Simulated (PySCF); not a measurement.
# H3O3Pb (Pb(OH)3-): the cost of one run

Program: PySCF 2.14.0. Level of theory: TPSS, Pb def2-SVP with ECP60, O def2-SVP, H def2-SVP; scalar-relativistic core potentials, no spin–orbit coupling. These are calculated values, not measurements.

5 further runs of the same task are left out: 2 for a known fault of the program, 2 that didn't finish, 1 set aside as unsound or not needed.

### 1 The starting structure

7 atoms, charge -1, spin multiplicity 1.

Bond lengths: Pb1–O2 2.217 Å, Pb1–O4 2.218 Å, Pb1–O6 2.217 Å, O2–H3 0.982 Å, O4–H5 0.982 Å, O6–H7 0.983 Å. Angles: O2–Pb1–O4 87.1°, O2–Pb1–O6 87.1°, O4–Pb1–O6 86.7°, Pb1–O2–H3 93.4°, Pb1–O4–H5 93.3°, Pb1–O6–H7 93.2°.

Coordinates:

```xyz
7

Pb    0.47876   -1.42122    0.01615
O    -0.70032   -0.00399    1.24733
H     0.06535    0.59251    1.39969
O    -0.00999   -0.13900   -1.72616
H    -0.53804    0.49038   -1.18750
O     2.21749   -0.08668    0.34707
H     1.99853    0.47986   -0.42548
```

Formal oxidation states: Pb +2. An earlier session relaxed this geometry at TPSS, Pb def2-SVP with ECP60, O def2-SVP, H def2-SVP (singlet, point group C3).

Its energy there is -420.214417 Eh.

### 2 Multiplicity 3 at the relaxed geometry

Input file run.py (the lines that set the calculation):

```python
mol = gto.M(atom='''
Pb     0.47876    -1.42122     0.01615
O     -0.70032    -0.00399     1.24733
H      0.06535     0.59251     1.39969
O     -0.00999    -0.13900    -1.72616
H     -0.53804     0.49038    -1.18750
O      2.21749    -0.08668     0.34707
H      1.99853     0.47986    -0.42548''',
    basis={'Pb': 'def2-SVP', 'O': 'def2-SVP', 'H': 'def2-SVP'},
    ecp={'Pb': 'def2-SVP'},
    charge=-1, spin=2)
mf = dft.UKS(mol, xc='TPSS')
mf.grids.atom_grid = (50, 194)
mf = mf.density_fit()  # fitting sets: Pb def2-universal-JKFIT, O def2-universal-JKFIT, H def2-universal-JKFIT
mf.conv_tol = 1e-08; mf.max_cycle = 55
mf.kernel(dm0)  # dm0: free metal ions and neutral atoms
```

Run with:

```console
OMP_NUM_THREADS=2 python run.py
```

**Question.** How long does this run take on 2 threads of Arm Neoverse V1, shared host?

About 8.5 s.
